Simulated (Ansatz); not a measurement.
# CH4Cl2Si: the cost of one run

All numbers below are computed with Ansatz 0.2.0 (RKS PBE-D4/STO-3G).

## 1. The system as given

Bond lengths: Si1–H2 1.460 Å, Si1–C3 1.870 Å, C3–H4 1.110 Å, C3–H5 1.110 Å, C3–H6 1.110 Å, Si1–Cl7 2.128 Å, Si1–Cl8 2.128 Å. Angles: H2–Si1–C3 109.4°, H2–Si1–Cl7 109.5°, H2–Si1–Cl8 109.5°, C3–Si1–Cl7 109.5°, C3–Si1–Cl8 109.5°, Cl7–Si1–Cl8 109.5°, Si1–C3–H4 109.5°, Si1–C3–H5 109.5°, Si1–C3–H6 109.5°, H4–C3–H5 109.4°, H4–C3–H6 109.4°, H5–C3–H6 109.4°.

Coordinates:

```xyz
8

Si    0.0000    0.0000    0.0000
H     0.0000    0.0000    1.4600
C     1.7634    0.0000   -0.6227
H     2.1111   -1.0463   -0.7509
H     1.8119    0.5276   -1.5981
H     2.4154    0.5187    0.1108
Cl   -1.0032    1.7381   -0.7093
Cl   -1.0032   -1.7381   -0.7093
```

## 2. Relaxing the start

input.yaml

```yaml
crystal:
  periodic: [false, false, false]
  atoms:
    - { symbol: Si, position_ang: [0.0, 0.0, 0.0] }
    - { symbol: H, position_ang: [0.0, 0.0, 1.46] }
    - { symbol: C, position_ang: [1.7634, 0.0, -0.6227] }
    - { symbol: H, position_ang: [2.1111, -1.0463, -0.7509] }
    - { symbol: H, position_ang: [1.8119, 0.5276, -1.5981] }
    - { symbol: H, position_ang: [2.4154, 0.5187, 0.1108] }
    - { symbol: Cl, position_ang: [-1.0032, 1.7381, -0.7093] }
    - { symbol: Cl, position_ang: [-1.0032, -1.7381, -0.7093] }
basis:
  gaussian: { orbitals: STO-3G }
hamiltonian:
  xc: pbe
  dispersion: d4
relax:
  f_tol: 0.02
  max_steps: 40
```

Run with:

```bash
$ ansatz run input.yaml --threads 1 --pin off --max-ram 2048MiB --backend cpu --events-out ev --progress --plain --runs-dir out
```

Q: Estimate wall time and peak memory on 1 thread of Arm Neoverse V1, shared host.

About 20 s, with a peak of 0.12 GiB.
